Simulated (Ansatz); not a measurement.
# SnClF: an energy map over two coordinates

How does the energy of ClFSn, SMILES [F][Sn][Cl] change over two coordinates at once? A grid of runs gives the map.

Method: RHF/def2-TZVP; program: Ansatz 0.2.0.

**1. The system as given**

SMILES `[F][Sn][Cl]`, 3 atoms, charge 0, spin multiplicity 1.

Atoms are counted from 1 here; the program's logs count them from 0.

Bond lengths: F1–Sn2 1.977 Å, Sn2–Cl3 2.410 Å. Angles: F1–Sn2–Cl3 98.5°.

As a file:

| atom | x (Å) | y (Å) | z (Å) |
| --- | --- | --- | --- |
| F1 | -1.43393 | 0.24433 | -0.76664 |
| Sn2 | 0.16493 | 0.90339 | 0.19166 |
| Cl3 | 1.25810 | -1.21252 | 0.56178 |

**2. Geometry optimisation**

The input, input.yaml:

```yaml
crystal:
  periodic: [false, false, false]
  atoms:
    - { symbol: F, position_ang: [-1.433931, 0.244329, -0.766637] }
    - { symbol: Sn, position_ang: [0.164932, 0.903386, 0.191657] }
    - { symbol: Cl, position_ang: [1.258099, -1.212515, 0.56178] }
basis:
  gaussian: { orbitals: def2-TZVP }
hamiltonian:
  xc: hf
output:
  forces: true
relax:
  f_tol: 0.003
  max_steps: 120
```

The run is started by

```console
$ ansatz run input.yaml --threads 1 --pin off --max-ram 2560MiB --backend cpu --events-out ev --progress --plain --runs-dir out
```

Standard output, cut to the lines that bear on the results:

```text
Warning: RAYON_NUM_THREADS=1 ignored (pool sized by the plan → 1); use --threads N
[...]
Functional definition: HF
[...]
1047 factors; their error is unknown
[...]
mean field -21019.40474218 eV, -772.4488768110 hartree, gradient 2.0e-5 eV, S^2 0.000000; 0 other end points of the search recorded, 0 dependent functions left out
[...]
reference -21019.40474218 eV, -772.4488768110 hartree; 24, 24 occupied and 94, 94 virtual orbitals, 1047 factors
relax step   1: F+E_penalty+E_count = -21019.40474218 eV  Δ(F+E_penalty+E_count) = +0.000e0 eV  max|allowed force component| = 1.199e0 eV/Å  Δτ_max = 0.0000 Å  (34 SCF iters, accepted)
[...]
relax step   4: F+E_penalty+E_count = -21019.47759531 eV  Δ(F+E_penalty+E_count) = -1.885e-4 eV  max|allowed force component| = 4.369e-3 eV/Å  Δτ_max = 0.0042 Å  (35 SCF iters, accepted)
[...]
relax step   5: F+E_penalty+E_count = -21019.47759597 eV  Δ(F+E_penalty+E_count) = -6.597e-7 eV  max|allowed force component| = 3.862e-5 eV/Å  Δτ_max = 0.0001 Å  (35 SCF iters, accepted)
1047 factors; their error is unknown
[...]
mean field -21019.47759597 eV, -772.4515541381 hartree, gradient 1.3e-5 eV, S^2 0.000000; 1 other end points of the search recorded, 0 dependent functions left out
[...]
reference -21019.47759597 eV, -772.4515541381 hartree; 24, 24 occupied and 94, 94 virtual orbitals, 1047 factors
Total energy: -21019.47759597 eV, -772.4515541381 hartree
Atom 0 at    -1.367035     0.215408    -0.732818 Å, force    -0.000004    -0.000021    -0.000005 eV/Å
Atom 1 at     0.155645     0.905023     0.186698 Å, force     0.000037    -0.000018     0.000019 eV/Å
Atom 2 at     1.200490    -1.185231     0.532920 Å, force    -0.000033     0.000039    -0.000014 eV/Å
Dipole moment:     0.189586     0.720961     0.185031 e Å
```

Wall time 12 s (1 thread of Arm Neoverse V1, shared host); peak memory 0.21 GiB.

Along the way:

| step | energy from step 1 (eV) | largest force component (eV/Å) |
| --- | --- | --- |
| 1 | 0.0000 | 1.1990 |
| 2 | -0.0680 | 0.2467 |
| 3 | -0.0727 | 0.0570 |
| 4 | -0.0729 | 0.0044 |
| 5 | -0.0729 | 0.0000 |

Close pairs (by a distance rule), those that changed most:

```csv
bond,before (Å),after (Å),change (Å)
F1–Sn2,1.977,1.908,-0.069
Sn2–Cl3,2.410,2.362,-0.048
```

**3. The grid**

First coordinate, angle F1–Sn2–Cl3 (carried through 180): 15 values from 78.0 to 282.0 °. Second coordinate, change of the bonds Sn2–F1, Sn2–Cl3, all alike: 15 values from −0.235 to 0.363 Å.

Nothing else is relaxed (all other coordinates rigid). Energies count from the relaxed molecule at the same level. Points are written as (first, second).

Of the runs on the grid, 3 are shown in the steps below; the others differ only in the two coordinates.

**4. The run at (267.5°, 0.021 Å)**

The input, input.yaml:

```yaml
crystal:
  periodic: [false, false, false]
  atoms:
    - { symbol: F, position_ang: [-0.653025, 2.637393, -0.068536] }
    - { symbol: Sn, position_ang: [0.155645, 0.905023, 0.186698] }
    - { symbol: Cl, position_ang: [2.031043, 1.83285, 1.327928] }
basis:
  gaussian: { orbitals: def2-TZVP }
hamiltonian:
  xc: hf
output:
  forces: true
```

The run is started by

```console
$ ansatz run input.yaml --threads 1 --pin off --max-ram 2560MiB --backend cpu --events-out ev --progress --plain --runs-dir out
```

Standard output, cut to the lines that bear on the results:

```text
Warning: RAYON_NUM_THREADS=1 ignored (pool sized by the plan → 1); use --threads N
[...]
[... 1 set-up line as earlier in the session ...]
[...]
1047 factors; their error is unknown
[...]
mean field -21019.45944955 eV, -772.4508872698 hartree, gradient 1.9e-5 eV, S^2 0.000000; 0 other end points of the search recorded, 0 dependent functions left out
[...]
reference -21019.45944955 eV, -772.4508872698 hartree; 24, 24 occupied and 94, 94 virtual orbitals, 1047 factors
Total energy: -21019.45944955 eV, -772.4508872698 hartree
Atom 0 at    -0.653025     2.637393    -0.068536 Å, force     0.084195    -0.528778    -0.012126 eV/Å
Atom 1 at     0.155645     0.905023     0.186698 Å, force     0.085681     0.763056     0.132188 eV/Å
Atom 2 at     2.031043     1.832850     1.327928 Å, force    -0.169876    -0.234278    -0.120062 eV/Å
Dipole moment:    -0.245202    -0.785601    -0.222999 e Å
```

It took 2 s on 1 thread of Arm Neoverse V1, shared host; peak memory 0.2 GiB.

On the map this point reads 0.42 kcal/mol.

**5. Grid point (92.5°, −0.192 Å)**

The input, input.yaml:

```yaml
crystal:
  periodic: [false, false, false]
  atoms:
    - { symbol: F, position_ang: [-1.194457, 0.237078, -0.634876] }
    - { symbol: Sn, position_ang: [0.155645, 0.905023, 0.186698] }
    - { symbol: Cl, position_ang: [1.065599, -1.044323, 0.473899] }
basis:
  gaussian: { orbitals: def2-TZVP }
hamiltonian:
  xc: hf
output:
  forces: true
```

The run is started by

```console
$ ansatz run input.yaml --threads 1 --pin off --max-ram 2560MiB --backend cpu --events-out ev --progress --plain --runs-dir out
```

Standard output, cut to the lines that bear on the results:

```text
Warning: RAYON_NUM_THREADS=1 ignored (pool sized by the plan → 1); use --threads N
[...]
[... 1 set-up line as earlier in the session ...]
[...]
1047 factors; their error is unknown
[...]
mean field -21018.45078654 eV, -772.4138195877 hartree, gradient 1.2e-5 eV, S^2 0.000000; 0 other end points of the search recorded, 0 dependent functions left out
[...]
reference -21018.45078654 eV, -772.4138195877 hartree; 24, 24 occupied and 94, 94 virtual orbitals, 1047 factors
Total energy: -21018.45078654 eV, -772.4138195877 hartree
Atom 0 at    -1.194457     0.237078    -0.634876 Å, force    -6.678904    -2.964687    -4.026573 eV/Å
Atom 1 at     0.155645     0.905023     0.186698 Å, force     4.774246     6.541051     3.369453 eV/Å
Atom 2 at     1.065599    -1.044323     0.473899 Å, force     1.904658    -3.576364     0.657120 eV/Å
Dipole moment:     0.090375     0.435327     0.098384 e Å
```

It took 1.9 s on 1 thread of Arm Neoverse V1, shared host; peak memory 0.2 GiB.

On the map this point reads 23.7 kcal/mol.

**6. Grid point (107.1°, 0.064 Å)**

The input, input.yaml:

```yaml
crystal:
  periodic: [false, false, false]
  atoms:
    - { symbol: F, position_ang: [-1.479856, 0.373144, -0.777752] }
    - { symbol: Sn, position_ang: [0.155645, 0.905023, 0.186698] }
    - { symbol: Cl, position_ang: [1.401868, -1.124365, 0.651158] }
basis:
  gaussian: { orbitals: def2-TZVP }
hamiltonian:
  xc: hf
output:
  forces: true
```

The run is started by

```console
$ ansatz run input.yaml --threads 1 --pin off --max-ram 2560MiB --backend cpu --events-out ev --progress --plain --runs-dir out
```

Standard output, cut to the lines that bear on the results:

```text
Warning: RAYON_NUM_THREADS=1 ignored (pool sized by the plan → 1); use --threads N
[...]
[... 1 set-up line as earlier in the session ...]
[...]
1047 factors; their error is unknown
[...]
mean field -21019.33088308 eV, -772.4461625389 hartree, gradient 1.9e-5 eV, S^2 0.000000; 0 other end points of the search recorded, 0 dependent functions left out
[...]
reference -21019.33088308 eV, -772.4461625389 hartree; 24, 24 occupied and 94, 94 virtual orbitals, 1047 factors
Total energy: -21019.33088308 eV, -772.4461625389 hartree
Atom 0 at    -1.479856     0.373144    -0.777752 Å, force     1.172172    -0.013471     0.647388 eV/Å
Atom 1 at     0.155645     0.905023     0.186698 Å, force    -0.610501    -0.383219    -0.380524 eV/Å
Atom 2 at     1.401868    -1.124365     0.651158 Å, force    -0.561671     0.396689    -0.266864 eV/Å
Dipole moment:     0.194231     0.689005     0.184053 e Å
```

Run time: 1.9 s. Hardware: 1 thread of Arm Neoverse V1, shared host; peak memory 0.2 GiB.

That is 3.4 kcal/mol from the zero.

**7. Energy over the grid**

120 points were computed, 105 more follow by symmetry. Energies in kcal/mol, from the relaxed molecule at the same level:

| change of the bonds Sn2–F1, Sn2–Cl3, all alike (Å) ↓, angle F1–Sn2–Cl3 (carried through 180) (°) → | 78.0 | 92.5 | 107.1 | 121.7 | 136.3 | 150.8 | 165.4 | 180.0 | 194.6 | 209.2 | 223.7 | 238.3 | 252.9 | 267.5 | 282.0 |
| --- | --- | --- | --- | --- | --- | --- | --- | --- | --- | --- | --- | --- | --- | --- | --- |
| 0.363 | 41.2 | 35.7 | 35.5 | 38.6 | 43.7 | 49.4 | 53.9 | 55.7 | 53.9 | 49.4 | 43.7 | 38.6 | 35.5 | 35.7 | 41.2 |
| 0.320 | 35.0 | 29.4 | 29.4 | 33.0 | 38.7 | 44.9 | 49.9 | 51.8 | 49.9 | 44.9 | 38.7 | 33.0 | 29.4 | 29.4 | 35.0 |
| 0.278 | 29.2 | 23.6 | 23.8 | 27.8 | 34.1 | 40.9 | 46.4 | 48.6 | 46.4 | 40.9 | 34.1 | 27.8 | 23.8 | 23.6 | 29.2 |
| 0.235 | 23.7 | 17.9 | 18.4 | 22.9 | 29.8 | 37.3 | 43.5 | 45.9 | 43.5 | 37.3 | 29.8 | 22.9 | 18.4 | 17.9 | 23.7 |
| 0.192 | 18.7 | 12.8 | 13.5 | 18.5 | 26.1 | 34.4 | 41.2 | 43.9 | 41.2 | 34.4 | 26.1 | 18.5 | 13.5 | 12.8 | 18.7 |
| 0.149 | 14.4 | 8.3 | 9.3 | 14.8 | 23.1 | 32.2 | 39.8 | 42.8 | 39.8 | 32.2 | 23.1 | 14.8 | 9.3 | 8.3 | 14.4 |
| 0.107 | 11.0 | 4.7 | 5.9 | 11.9 | 21.0 | 31.0 | 39.4 | 42.7 | 39.4 | 31.0 | 21.0 | 11.9 | 5.9 | 4.7 | 11.0 |
| 0.064 | 8.6 | 1.9 | 3.4 | 10.0 | 19.8 | 30.8 | 40.1 | 43.9 | 40.1 | 30.8 | 19.8 | 10.0 | 3.4 | 1.9 | 8.6 |
| 0.021 | 7.5 | 0.4 | 2.1 | 9.2 | 19.9 | 32.0 | 42.4 | 46.6 | 42.4 | 32.0 | 19.9 | 9.2 | 2.1 | 0.4 | 7.5 |
| −0.021 | 8.1 | 0.4 | 2.3 | 10.0 | 21.5 | 34.7 | 46.2 | 51.0 | 46.2 | 34.7 | 21.5 | 10.0 | 2.3 | 0.4 | 8.1 |
| −0.064 | 10.6 | 2.3 | 4.3 | 12.5 | 25.0 | 39.4 | 52.2 | 57.5 | 52.2 | 39.4 | 25.0 | 12.5 | 4.3 | 2.3 | 10.6 |
| −0.107 | 15.6 | 6.5 | 8.6 | 17.4 | 30.7 | 46.4 | 60.6 | 66.7 | 60.6 | 46.4 | 30.7 | 17.4 | 8.6 | 6.5 | 15.6 |
| −0.149 | 23.3 | 13.3 | 15.4 | 24.7 | 39.0 | 55.9 | 71.6 | 78.5 | 71.6 | 55.9 | 39.0 | 24.7 | 15.4 | 13.3 | 23.3 |
| −0.192 | 34.8 | 23.7 | 25.8 | 35.5 | 50.7 | 69.0 | 86.4 | 94.1 | 86.4 | 69.0 | 50.7 | 35.5 | 25.8 | 23.7 | 34.8 |
| −0.235 | 50.7 | 38.2 | 40.2 | 50.4 | 66.5 | 86.2 | 105.3 | 114.1 | 105.3 | 86.2 | 66.5 | 50.4 | 40.2 | 38.2 | 50.7 |

The largest force on an atom (eV/Å) at each point:

```
change of the bonds Sn2–F1, Sn2–Cl3, all alike (Å) ↓, angle F1–Sn2–Cl3 (carried through 180) (°) →  78.0  92.5  107.1  121.7  136.3  150.8  165.4  180.0  194.6  209.2  223.7  238.3  252.9  267.5  282.0
                                                                                             0.363   5.8   4.8    3.8    3.6    3.3    3.1    2.8    2.7    2.8    3.1    3.3    3.6    3.8    4.8    5.8
                                                                                             0.320   5.7   4.6    3.7    3.5    3.2    2.9    2.6    2.5    2.6    2.9    3.2    3.5    3.7    4.6    5.7
                                                                                             0.278   5.4   4.4    3.5    3.3    3.0    2.7    2.4    2.2    2.4    2.7    3.0    3.3    3.5    4.4    5.4
                                                                                             0.235   5.1   4.1    3.3    3.0    2.8    2.4    2.0    1.9    2.0    2.4    2.8    3.0    3.3    4.1    5.1
                                                                                             0.192   4.7   3.7    2.9    2.7    2.4    2.0    1.6    1.4    1.6    2.0    2.4    2.7    2.9    3.7    4.7
                                                                                             0.149   4.2   3.2    2.5    2.3    2.0    1.6    1.4    1.2    1.4    1.6    2.0    2.3    2.5    3.2    4.2
                                                                                             0.107   3.5   2.6    2.0    1.8    1.6    1.6    1.4    1.0    1.4    1.6    1.6    1.8    2.0    2.6    3.5
                                                                                             0.064   2.7   1.8    1.3    1.3    1.5    1.9    1.5    1.3    1.5    1.9    1.5    1.3    1.3    1.8    2.7
                                                                                             0.021   1.6   0.8    0.6    1.3    2.1    2.4    1.8    2.0    1.8    2.4    2.1    1.3    0.6    0.8    1.6
                                                                                            −0.021   1.6   0.6    1.3    2.2    2.9    3.0    2.6    2.8    2.6    3.0    2.9    2.2    1.3    0.6    1.6
                                                                                            −0.064   2.7   2.0    2.7    3.4    3.9    3.8    4.0    4.2    4.0    3.8    3.9    3.4    2.7    2.0    2.7
                                                                                            −0.107   4.4   3.8    4.4    4.9    5.2    5.2    5.8    6.0    5.8    5.2    5.2    4.9    4.4    3.8    4.4
                                                                                            −0.149   6.4   6.0    6.4    6.7    6.8    7.2    7.9    8.2    7.9    7.2    6.8    6.7    6.4    6.0    6.4
                                                                                            −0.192   9.1   8.8    8.9    9.0    9.1    9.8   10.5   10.9   10.5    9.8    9.1    9.0    8.9    8.8    9.1
                                                                                            −0.235  12.4  12.2   12.0   11.8   12.3   12.9   13.7   14.1   13.7   12.9   12.3   11.8   12.0   12.2   12.4
```

Energy (kcal/mol) at eleven even steps along the easiest path on the interpolated surface, from (92.5°, 0.021 Å): 0.0, 3.7, 14.6, 27.0, 37.6, 42.6, 38.9, 29.0, 16.4, 4.9, 0.0.

**8. Results**

| quantity | value |
| --- | --- |
| lowest point | (92.5°, 0.021 Å), 0.42 kcal/mol |
| highest computed point | (180.0°, −0.235 Å), 113.6 kcal/mol above the lowest |
| largest force on an atom (eV/Å) | 0.6 at (107.1°, 0.021 Å) to 14.1 at (180.0°, −0.235 Å); 0.8 at the lowest point |
| time for the whole task | 4.2 min on 1 thread, shared host |

**Reading.** The lowest computed point is at (92.5°, 0.021 Å), 0.42 kcal/mol from the relaxed molecule at the same level; the map holds 2 wells of about this depth. The grid is coarse, so the lowest point of the scanned range may lie between grid points; coordinates that were held can hide deeper minima. The grid shows no other well, apart from its symmetry copies. The highest computed point, (180.0°, −0.235 Å), lies 113.6 kcal/mol above the lowest. On the interpolated surface the easiest way out of the lowest well to a well of the same energy at (267.5°, 0.021 Å) passes a barrier of about 43 kcal/mol. Round the minimum the two coordinates are nearly uncoupled.
